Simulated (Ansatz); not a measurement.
# Ga2SnO3: the cost of one run

Program: Ansatz 0.2.0. Level of theory: DFT PBE, scalar-relativistic, plane waves, PAW. These are calculated values, not measurements.

## 1. The structure to begin with

The structure is trigonal, space group R-3m (No. 166). The conventional cell has a = 5.942 Å, b = 5.942 Å, c = 8.469 Å, α = 90.00°, β = 90.00°, γ = 120.00°. Ga (site symmetry 3m) has 3 O at 2.26 Å in its first shell of neighbours. Sn (site symmetry -3m) is surrounded by 6 O at 2.22 Å. Around O (site symmetry 2/m) lie 2 Sn at 2.22 Å and 2 Ga at 2.26 Å.

Coordinates:

```
Ga Sn O
1.0
     2.97103    1.71533    2.82300
    -2.97103    1.71533    2.82300
     0.00000   -3.43065    2.82300
Ga Sn O
2 1 3
Cartesian
  0.0000 0.0000 5.5928
  0.0000 0.0000 2.8762
  0.0000 0.0000 0.0000
  -1.4855 0.8577 1.4115
  1.4855 0.8577 1.4115
  0.0000 -1.7153 1.4115
```

It is the end of an earlier relaxation with the same method, from a database cell with other species swapped in; it needn't be the stable form of this composition. At a tolerance of 0.05 Å it has space group R-3m (No. 166); it has 14.39 Å³/atom, an uncorrected energy of -0.85 eV/atom over the elements.

## 2. Electronic structure at the relaxed geometry

The input, input.yaml:

```yaml
crystal:
  lattice:
    - [2.9710304404, 1.7153252245, 2.8229991415]
    - [-2.9710304404, 1.7153252245, 2.8229991415]
    - [0.0, -3.430650449, 2.8229991415]
  atoms:
    - { symbol: Ga, position: [0.660386247, 0.660386247, 0.660386247] }
    - { symbol: Ga, position: [0.339613753, 0.339613753, 0.339613753] }
    - { symbol: Sn, position: [0.0, 0.0, 0.0] }
    - { symbol: O, position: [0.0, 0.5, 0.0] }
    - { symbol: O, position: [0.5, 0.0, 0.0] }
    - { symbol: O, position: [0.0, 0.0, 0.5] }
basis:
  ecutwfc: 420
kpoints:
  mp_grid: { grid: [12, 12, 12] }
  band_path:
    path:
      - [[0.0, 0.0, 0.0], [0.5, 0.5, 0.5], [0.58719447, 0.41280553, 0.5]]
      - [[0.5, -0.41280553, 0.41280553], [0.5, 0.0, 0.0], [0.0, 0.0, 0.0], [0.45640277, -0.45640277, 0.0]]
      - [[0.54359723, 0.0, 0.45640277], [0.5, 0.0, 0.5], [0.0, 0.0, 0.0]]
    npoints: 14
hamiltonian:
  xc: pbe
scf:
  occupations: { method: gaussian, width: 0.1 }
  n_extra_bands: 15
output:
  forces: true
  stress: true
  eigenvalues: true
  populations: true
  dos: { projected: true, de: 0.02, nscf_kmesh: { grid: [15, 15, 15] } }
  bader: true
  write_density: true
  write_potential: true
  elf: true
  volumetric_format: npy
```

Command:

```
ansatz run input.yaml --threads 1 --pin off --max-ram 2560MiB --backend cpu --events-out ev --progress --plain --runs-dir out
```

What time and memory should one allow on 1 thread of Arm Neoverse V1, shared host?

About 2.7 min, with a peak of 0.99 GiB.
